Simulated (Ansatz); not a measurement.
# C2H8B2O: a ladder of functionals and wavefunction methods

An exercise on one series of results from a longer session: the logs are not shown, and one member is left open.

Program: Ansatz 0.2.0, Gaussian basis. Level of theory: functionals in def2-TZVPP, the program's frozen cores in correlated methods. These are calculated values, not measurements.

Levels to be run: PBE-D4, r2SCAN-D4, PBE0-D4, B3LYP-D4, ωB97X-V, ωB97M-V, B2PLYP; CCSD(T)/def2-TZVPP; MP2/def2-QZVPP; extrapolation to the limit.

## Structure used throughout

The geometry comes from an earlier relaxation with PBE0-D4 in a triple-zeta def2 set; it is a stationary point, not always the lowest conformer.

SMILES `BCCBO`, 13 atoms, charge 0, spin multiplicity 1.

Atoms are counted from 1 here; the program's logs count them from 0.

Bond lengths: B1–C2 1.548 Å, B1–H6 1.200 Å, B1–H7 1.199 Å, C2–C3 1.533 Å, C2–H8 1.097 Å, C2–H9 1.109 Å, C3–B4 1.569 Å, C3–H10 1.098 Å, C3–H11 1.100 Å, B4–O5 1.354 Å, B4–H12 1.203 Å, O5–H13 0.962 Å. Angles: C2–B1–H6 121.2°, C2–B1–H7 120.2°, H6–B1–H7 118.5°, B1–C2–C3 119.0°, B1–C2–H8 111.4°, B1–C2–H9 101.1°, C3–C2–H8 111.6°, C3–C2–H9 109.4°, H8–C2–H9 102.5°, C2–C3–B4 114.3°, C2–C3–H10 109.9°, C2–C3–H11 108.5°, B4–C3–H10 111.9°, B4–C3–H11 106.6°, H10–C3–H11 105.1°, C3–B4–O5 123.8°, C3–B4–H12 121.0°, O5–B4–H12 115.2° and more.

Coordinates:

```mol
C2H8B2O
  3D, bonds by distance, orders not assigned

 13 12  0  0  0  0  0  0  0  0999 V2000
   -1.4502    1.1032    1.3279 B   0  0
   -0.8823    0.3690    0.0888 C   0  0
    0.5687   -0.1257    0.1191 C   0  0
    0.9310   -1.1335   -1.0282 B   0  0
    2.0843   -1.0873   -1.7358 O   0  0
   -0.9114    1.0250    2.3973 H   0  0
   -2.4803    1.7112    1.2486 H   0  0
   -1.1039    0.9147   -0.8364 H   0  0
   -1.5677   -0.5009    0.0235 H   0  0
    1.2548    0.7311    0.1444 H   0  0
    0.7367   -0.6556    1.0688 H   0  0
    0.1839   -2.0274   -1.3263 H   0  0
    2.6566   -0.3588   -1.4770 H   0  0
  1  2  8  0
  2  3  8  0
  3  4  8  0
  4  5  8  0
  1  6  8  0
  1  7  8  0
  2  8  8  0
  2  9  8  0
  3 10  8  0
  3 11  8  0
  4 12  8  0
  5 13  8  0
M  END
```

Set-up of the first run:

in.yaml

```yaml
crystal:
  periodic: [false, false, false]
  atoms:
    - {symbol: B, position_ang: [-1.450173, 1.103245, 1.327878]}
    - {symbol: C, position_ang: [-0.882339, 0.368995, 0.088826]}
    - {symbol: C, position_ang: [0.568692, -0.125685, 0.119141]}
    - {symbol: B, position_ang: [0.930951, -1.133461, -1.028188]}
    - {symbol: O, position_ang: [2.084253, -1.087268, -1.735799]}
    - {symbol: H, position_ang: [-0.911371, 1.025015, 2.397308]}
    - {symbol: H, position_ang: [-2.480296, 1.711238, 1.248622]}
    - {symbol: H, position_ang: [-1.103896, 0.914704, -0.836405]}
    - {symbol: H, position_ang: [-1.567680, -0.500894, 0.023522]}
    - {symbol: H, position_ang: [1.254843, 0.731070, 0.144392]}
    - {symbol: H, position_ang: [0.736712, -0.655594, 1.068750]}
    - {symbol: H, position_ang: [0.183915, -2.027433, -1.326279]}
    - {symbol: H, position_ang: [2.656591, -0.358830, -1.476967]}
basis:
  gaussian: {orbitals: def2-TZVPP}
hamiltonian: {xc: pbe, dispersion: d4}
output: {forces: true, orbitals: {seedname: orbitals}}
```

On the command line:

```sh
$ ansatz run in.yaml --threads 4 --pin off --events-out ev --progress --plain --max-ram 10444MiB
```

Among the steps run: PBE-D4 (GGA); r2SCAN-D4 (meta-GGA); PBE0-D4 (hybrid); B3LYP-D4 (hybrid); ωB97X-V (range-separated); ωB97M-V (range-separated); B2PLYP (double hybrid); CCSD(T) in def2-TZVPP; MP2 in def2-QZVPP.

One of the session's tables, all rows but one given; the rest of the session is left out.

| method | atomisation energy (kJ/mol) |
| --- | --- |
| PBE-D4 | 5118.3 |
| r2SCAN-D4 | 5062.4 |
| PBE0-D4 | ? |
| B3LYP-D4 | 5049.5 |
| ωB97X-V | 5041.7 |
| ωB97M-V | 5059.0 |
| B2PLYP | 5001.0 |
| HF/def2-TZVPP | 3865.1 |
| MP2/def2-TZVPP | 4989.9 |
| CCSD/def2-TZVPP | 4859.0 |
| CCSD(T)/def2-TZVPP | 4915.1 |
| MP2/CBS | 5094.5 |
| CCSD(T)/CBS | 5019.7 |

Q: Estimate the row for PBE0-D4 from the others.

**Answer.** atomisation energy (kJ/mol): 5058.3. In the column «atomisation energy (kJ/mol)» it lies between B3LYP-D4 (5049.5) and ωB97M-V (5059.0).

Caveats from the session: Free atoms (2 B, 2 C, 1 O, 8 H) were run apart at each level; the atomisation energy is their sum less the molecule, without zero-point or spin-orbit terms.
